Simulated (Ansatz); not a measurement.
# GeC+ (quartet): wave-function methods side by side, cc-pVTZ

How much of the correlation energy of GeC+ (quartet) does each wave-function method recover here?

The runs use Ansatz 0.2.0, Gaussian basis; cc-pVTZ, core rule «outside noble gas», up to 15 orbitals frozen.

Plan: UHF; CCSD(T) on ROHF; CCSD(T) on UHF; BCCD(T) on ROHF; CISD; CCSDT(Q) on ROHF; CCSDT(Q) on UHF; CASSCF and MRCISD+Q, 7 electrons in 8 orbitals; CASSCF and NEVPT2, 7 electrons in 8 orbitals.

1 further run of the same task is left out (it didn't finish).

## 1. The geometry

The geometry is a PBE0/def2-TZVP stationary point (not a proven minimum) of the parent state, kept for this charge and spin. No spin-orbit coupling is included. The filled d shell of Ge may be among the frozen orbitals whatever the setting's name suggests; the logs give the count.

2 atoms, charge 1, spin multiplicity 4.

Atoms are counted from 1 here; the program's logs count them from 0.

Bond lengths: Ge1–C2 1.942 Å.

## 2. UHF

in.yaml

```yaml
crystal:
  periodic: [false, false, false]
  atoms:
    - {symbol: Ge, position_ang: [0.000000, 0.000000, 0.000000]}
    - {symbol: C, position_ang: [0.000000, 0.000000, 1.942200]}
basis:
  gaussian: {orbitals: cc-pVTZ}
total_charge: 1
magnetization: {spin_polarized: true, initial_magnetization: 3}
hamiltonian: {xc: hf}
output: {orbitals: {seedname: orbitals}}
```

Launch:

```
ansatz run in.yaml --threads 1 --pin off --events-out ev --progress --plain --max-ram 2393MiB
```

Further steps of the session: CCSD(T) on ROHF; CCSD(T) on UHF; BCCD(T) on ROHF; CISD; CCSDT(Q) on ROHF; CCSDT(Q) on UHF; CASSCF and MRCISD+Q, 7 electrons in 8 orbitals; CASSCF and NEVPT2, 7 electrons in 8 orbitals.

Before running them: what should the planned runs give, taken together? Wanted: UCCSDT(Q) below the RHF energy; RMP2 from UCCSDT(Q); UMP2 from UCCSDT(Q); RCCSD from UCCSDT(Q); RCCSD(T) from UCCSDT(Q); UCCSD(T) from UCCSDT(Q); RCCSDT(Q) from UCCSDT(Q); NEVPT2 valence from UCCSDT(Q); MRCISD+Q valence from UCCSDT(Q).

**Answer**, as computed:

```
                         quantity                                        value
   UCCSDT(Q) below the RHF energy                                   -4.8216 eV
              RMP2 from UCCSDT(Q)                                  +1126.3 meV
              UMP2 from UCCSDT(Q)                                  +1124.8 meV
             RCCSD from UCCSDT(Q)                                   +305.3 meV
          RCCSD(T) from UCCSDT(Q)                                    +74.2 meV
          UCCSD(T) from UCCSDT(Q)                                    +70.0 meV
         RCCSDT(Q) from UCCSDT(Q)                                     +6.0 meV
    NEVPT2 valence from UCCSDT(Q)                                   +598.3 meV
  MRCISD+Q valence from UCCSDT(Q)                                    +29.1 meV
levels within 1 kcal/mol (43 meV)  RCCSDT, UCCSDT, RCCSDT(Q), MRCISD+Q valence
                    T1 diagnostic                                        0.055
   effectively unpaired electrons                                         3.05
```

RCCSD(T) misses by +74.2 meV, 1.5 % of the correlation energy. The occupations are near whole numbers, but T1 = 0.055 shows that the orbitals relax strongly. Of the multireference levels listed MRCISD+Q valence comes nearest in total energy (+29.1 meV), which doesn't show that its space is the better one. These misses are within one basis, not against nature; the frozen cores of restricted and unrestricted runs differ, which can shift their rows.
